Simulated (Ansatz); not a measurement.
**BClH₅NOSi: small, medium and large basis sets**

One table from this session's results is given with a row withheld; the runs are named, their logs left out.

Computed with Ansatz 0.2.0, Gaussian basis. Level: one geometry, several basis sets.

Plan: PBE0-D4/def2-SVP; ωB97M-V/def2-SVP; PBE0-D4/def2-QZVPP; ωB97M-V/def2-QZVPP; the functionals' def2-TZVPP values are taken from earlier runs.

## The geometry

All runs share one geometry, relaxed beforehand with PBE0-D4 in a triple-zeta def2 set.

SMILES `NB(O)[SiH2]Cl`, 10 atoms, charge 0, spin multiplicity 1.

Atoms are counted from 1 here; the program's logs count them from 0.

Bond lengths: N1–B2 1.394 Å, N1–H6 1.005 Å, N1–H7 1.007 Å, B2–O3 1.374 Å, B2–Si4 2.031 Å, O3–H8 0.957 Å, Si4–Cl5 2.076 Å, Si4–H9 1.488 Å, Si4–H10 1.488 Å. Angles: B2–N1–H6 122.5°, B2–N1–H7 122.6°, H6–N1–H7 114.9°, N1–B2–O3 118.2°, N1–B2–Si4 118.1°, O3–B2–Si4 123.7°, B2–O3–H8 114.9°, B2–Si4–Cl5 108.8°, B2–Si4–H9 113.4°, B2–Si4–H10 113.4°, Cl5–Si4–H9 107.0°, Cl5–Si4–H10 107.0°, H9–Si4–H10 107.0°.

The first run:

Input file in.yaml:

```yaml
crystal:
  periodic: [false, false, false]
  atoms:
    - {symbol: N, position_ang: [-1.083788, -1.190477, -0.353400]}
    - {symbol: B, position_ang: [0.103353, -0.663653, 0.153174]}
    - {symbol: O, position_ang: [0.999061, -1.525934, 0.737061]}
    - {symbol: Si, position_ang: [0.411523, 1.337259, -0.013815]}
    - {symbol: Cl, position_ang: [-1.224000, 2.189643, -0.965915]}
    - {symbol: H, position_ang: [-1.783818, -0.619707, -0.793286]}
    - {symbol: H, position_ang: [-1.305472, -2.172086, -0.306735]}
    - {symbol: H, position_ang: [1.796974, -1.114373, 1.067932]}
    - {symbol: H, position_ang: [0.556155, 2.023828, 1.298815]}
    - {symbol: H, position_ang: [1.613112, 1.684201, -0.820732]}
basis:
  gaussian: {orbitals: def2-SVP}
hamiltonian: {xc: pbe0, dispersion: d4}
output: {orbitals: {seedname: orbitals}}
```

The run is started by

```sh
> ansatz run in.yaml --threads 4 --pin off --events-out ev --progress --plain --max-ram 10444MiB
```

Steps of the session up to this table: PBE0-D4 in def2-SVP; ωB97M-V in def2-SVP; PBE0-D4 in def2-QZVPP; ωB97M-V in def2-QZVPP.

One of the session's tables, all rows but one given; the rest of the session is left out.

It belongs to the step «Functionals by basis». 

```
functional       basis  HOMO (eV)  LUMO (eV)
   PBE0-D4    def2-SVP      -7.81       0.11
   PBE0-D4  def2-TZVPP      -7.96      -0.28
   PBE0-D4  def2-QZVPP      -7.99      -0.47
   ωB97M-V    def2-SVP      -9.93       1.99
   ωB97M-V  def2-TZVPP          ?          ?
   ωB97M-V  def2-QZVPP     -10.15       0.99
```

Estimate the missing values for ωB97M-V, def2-TZVPP.

As computed: HOMO (eV): -10.11; LUMO (eV): 1.41. In the column «HOMO (eV)» it lies between ωB97M-V, def2-QZVPP (-10.15) and ωB97M-V, def2-SVP (-9.93).
